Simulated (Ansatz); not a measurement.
# RuTe: the cost of one run

Method: DFT PBE+U (U_eff = 1 eV on Ru d), plane waves, PAW, in Ansatz 0.2.0.

## 1. The structure to begin with

Symmetry: P4/nmm, No. 129, tetragonal system. Conventional cell: a = 4.249 Å, b = 4.249 Å, c = 6.221 Å, α = 90.00°, β = 90.00°, γ = 90.00°. Ru (site symmetry -4m2) has 4 Te at 2.70 Å and 4 Ru at 3.00 Å in its first shell of neighbours. Te (site symmetry 4mm) is surrounded by 4 Ru at 2.70 Å.

Structure file:

```
CELL_PARAMETERS angstrom
4.24890 0.00000 0.00000
0.00000 4.24890 0.00000
0.00000 0.00000 6.22120
ATOMIC_POSITIONS crystal
Ru 0.00000 0.00000 0.00000
Ru 0.50000 0.50000 0.00000
Te 0.50000 0.00000 0.26700
Te 0.00000 0.50000 0.73300
```

Magnetic order typed: ferromagnetic.

## 2. From atoms, symmetry kept, no search

Input file input.yaml:

```yaml
crystal:
  lattice:
    - [4.24890243, 0.0, 0.0]
    - [0.0, 4.24890243, 0.0]
    - [0.0, 0.0, 6.22120461]
  atoms:
    - { symbol: Ru, position: [0.0, 0.0, 0.0], spin: 4.0 }
    - { symbol: Ru, position: [0.5, 0.5, 0.0], spin: 4.0 }
    - { symbol: Te, position: [0.5, 0.0, 0.267] }
    - { symbol: Te, position: [0.0, 0.5, 0.733] }
basis:
  ecutwfc: 420
  ecutrho_ratio: 4
kpoints:
  mp_grid: { grid: [5, 5, 3] }
hamiltonian:
  xc: pbe
  hubbard:
    sites: [{ site: 0, l: d, u_eff: 1.0 }, { site: 1, l: d, u_eff: 1.0 }]
scf:
  occupations: { method: gaussian, width: 0.05 }
  lower_state_search: "off"
  max_iter: 150
output:
  forces: true
  stress: true
  eigenvalues: true
  populations: true
  hubbard: { sites: [{ site: 0, l: d }, { site: 1, l: d }] }
magnetization:
  spin_polarized: true
```

Started as:

```bash
> ansatz run input.yaml --threads 2 --pin off --max-ram 3072MiB --backend cpu --events-out ev --progress --plain --runs-dir out
```

What time and memory should one allow on 2 threads of Arm Neoverse N1, shared host?

About 21 s, with a peak of 0.48 GiB.
